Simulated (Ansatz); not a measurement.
# SnO2: the cost of one run

Computed with Ansatz 0.2.0 (DFT r2SCAN, scalar-relativistic, plane waves, PAW, unless a step's input says otherwise).

1 further run of the same task is left out (set aside as unsound or not needed). Runs told in other sessions of the task aren't counted.

**1. The starting structure**

Symmetry: P4_2/mnm, No. 136, tetragonal system. Conventional cell: a = 4.760 Å, b = 4.760 Å, c = 3.201 Å, α = 90.00°, β = 90.00°, γ = 90.00°. Around Sn (site symmetry mmm) lie 6 O at 2.06 to 2.07 Å. O (site symmetry m2m) is surrounded by 3 Sn at 2.06 to 2.07 Å.

Structure file:

```cif
data_structure
_symmetry_space_group_name_H-M 'P 1'
_symmetry_Int_Tables_number 1
_cell_length_a 4.7602
_cell_length_b 4.7602
_cell_length_c 3.2006
_cell_angle_alpha 90.000
_cell_angle_beta 90.000
_cell_angle_gamma 90.000
_cell_volume 72.52
loop_
_atom_site_label
_atom_site_type_symbol
_atom_site_fract_x
_atom_site_fract_y
_atom_site_fract_z
_atom_site_occupancy
Sn1 Sn 0.00000 0.00000 0.00000 1
Sn2 Sn 0.50000 0.50000 0.50000 1
O1 O 0.30589 0.30589 0.00000 1
O2 O 0.19411 0.80589 0.50000 1
O3 O 0.69411 0.69411 0.00000 1
O4 O 0.80589 0.19411 0.50000 1
```

It is the result of an earlier relaxation at this level (volume 12.09 Å³/atom; gap on the mesh: 1.77 eV).

**2. Zero of the scan**

Input file input.yaml:

```yaml
crystal:
  lattice:
    - [4.7602164759, 0.0, 0.0]
    - [0.0, 4.7602164759, 0.0]
    - [0.0, 0.0, 3.2005650981]
  atoms:
    - { symbol: Sn, position: [0.0, 0.0, 0.0] }
    - { symbol: Sn, position: [0.5, 0.5, 0.5] }
    - { symbol: O, position: [0.3058934984, 0.3058934984, 0.0] }
    - { symbol: O, position: [0.1941065016, 0.8058934984, 0.5] }
    - { symbol: O, position: [0.6941065016, 0.6941065016, 0.0] }
    - { symbol: O, position: [0.8058934984, 0.1941065016, 0.5] }
basis:
  ecutwfc: 500
kpoints:
  mp_grid: { grid: [6, 6, 8] }
hamiltonian:
  xc: r2scan
scf:
  occupations: { method: gaussian, width: 0.05 }
output:
  forces: true
  stress: true
  eigenvalues: true
  write_density: true
  write_potential: true
  elf: true
  volumetric_format: npy
```

The run is started by

```bash
> ansatz run input.yaml --threads 2 --pin off --max-ram 5120MiB --backend cpu --events-out ev --progress --plain --runs-dir out
```

**Question.** How long does this run take on 2 threads of Intel Xeon at 2.70GHz, shared host, and how much memory does it need?

About 8.5 s, with a peak of 0.57 GiB.
